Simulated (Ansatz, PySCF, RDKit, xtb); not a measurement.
**Which structure has the formula Si2H3ClF?**

Only the formula Si2H3ClF is given (odd number of electrons). Aim: find the structure of lowest free energy at 298.15 K, then its properties.

Plan: many cheap relaxations first (GFN2-xTB), then density-functional screening, relaxation at PBE0-D3(BJ)/def2-SVP, vibrations and a final energy. The numbers are computed, not measured.

6 further runs of the same task are left out: 6 set aside as unsound or not needed.

### 1 Candidates

A program enumerates the bonding patterns with one Lewis structure each (two rings at most, one unusual centre or charged pair), with their diastereomers. O–O, O–halogen and N–halogen bonds and N–N–N chains are not drawn. That gives 4 candidates.

```csv
label,SMILES,spin
c191,F[SiH2][SiH]Cl,doublet
c375,F[Si]([SiH3])Cl,doublet
c547,F[SiH][SiH2]Cl,doublet
c797,F[Si@H]([SiH2])Cl,doublet
```

Candidates are built by distance geometry, with a force field where one applies, in up to four conformers (letters a to d). 6 starts with atoms placed at random are added, to find patterns that the rules miss.

**Question.** With final energies at CCSD(T)/def2-SVP + MP2/def2-TZVPP - MP2/def2-SVP, which structure will this search put lowest in free energy, and by what margin?

| quantity | value |
| --- | --- |
| lowest structure found | F[Si@H]([SiH2])Cl, doublet, C1 |
| next finalist | F[Si]([SiH3])Cl, doublet, 1.9 kcal/mol higher in G |
| share at equilibrium, among the finalists | 96.2 % |
| harmonic wavenumbers, lowest and highest (PBE0-D3(BJ)/def2-SVP) | 107 and 2258 cm⁻¹ |
| rotational constants, same geometry | 0.1401, 0.07574, 0.05331 cm⁻¹ |
| dipole moment (PBE0/def2-TZVPD) | 1.75 D |
| HOMO energy (highest over α and β) (PBE0/def2-TZVPD) | -6.72 eV |
| LUMO energy (lowest over α and β) (PBE0/def2-TZVPD) | -3.18 eV |
| lowest excitation (TD-CAM-B3LYP/def2-SVPD) | 3.88 eV (f = 0.005) |
| strongest of the states computed, same level | 5.38 eV (f = 0.083) |
| vertical ionisation energy (to the singlet cation) | 8.84 eV |
| vertical electron affinity | 1.54 eV |
| vertical quartet less doublet | +5.69 eV |

`F[Si@H]([SiH2])Cl` comes out lowest. The margin, 1.9 kcal/mol, is modest. r2SCAN-D4/def2-SVP, PBE0-D3(BJ)/def2-SVP, HF/def2-SVP and MP2/def2-SVP already put its bonding pattern lowest among the structures in one piece; GFN2-xTB favours the doublet F[SiH2][SiH]Cl; HF/STO-3G favours the doublet F[Si]([SiH3])Cl. 2 minima inside the window were never screened. The stability test raises a flag; for an open shell a flag towards a general spinor solution can be the free rotation of the spin. The search is not exhaustive (a finite list of starts, one conformer a finalist), so a lower isomer can't be ruled out. Patterns outside the rules of the enumeration were met only by chance.
